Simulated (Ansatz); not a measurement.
# MnRu: the cost of one run

Program: Ansatz 0.2.0. Level of theory: DFT, PBEsol, all-electron LAPW, scalar-relativistic. These are calculated values, not measurements.

### Step 1. The system as given

The structure is hexagonal, space group P-6m2 (No. 187). Conventional cell: a = 2.625 Å, b = 2.625 Å, c = 4.066 Å, α = 90.00°, β = 90.00°, γ = 120.00°. Mn (site symmetry -6m2) has 6 Ru at 2.54 Å and 6 Mn at 2.63 Å as nearest neighbours. Ru (site symmetry -6m2) is surrounded by 6 Mn at 2.54 Å and 6 Ru at 2.63 Å.

Coordinates:

```
Mn Ru
1.0
     2.62522    0.00000    0.00000
    -1.31261    2.27351    0.00000
     0.00000    0.00000    4.06551
Mn Ru
1 1
Direct
  0.66667 0.33333 0.50000
  0.33333 0.66667 0.00000
```

Atoms are numbered in the order of the input: Mn1, Ru2.

### Step 2. Free moments, LAPW

The input, input.yaml:

```yaml
crystal:
  lattice:
    - [2.6252191426, 0.0, 0.0]
    - [-1.3126095713, 2.273506468, 0.0]
    - [0.0, 0.0, 4.06550715]
  atoms:
    - { symbol: Mn, position: [0.6666666667, 0.3333333333, 0.5], spin: 4.0 }
    - { symbol: Ru, position: [0.3333333333, 0.6666666667, 0.0], spin: 1.5 }
magnetization:
  spin_polarized: true
kpoints:
  mp_grid: { grid: [13, 13, 7] }
scf:
  occupations: { method: fermi_dirac, width: 0.05 }
  lower_state_search: "off"
hamiltonian:
  xc: pbesol
  pseudopotentials: { kind: all_electron, lapw: { basis_error: 0.001 } }
output:
  forces: true
  stress: true
  eigenvalues: false
  populations: true
```

Command:

```sh
$ ansatz run input.yaml --threads 1 --pin off --max-ram 3072MiB --backend cpu --events-out ev --progress --plain --runs-dir out
```

Q: Estimate wall time and peak memory on 1 thread of Arm Neoverse V1, shared host.

About 2.9 min, with a peak of 0.56 GiB.
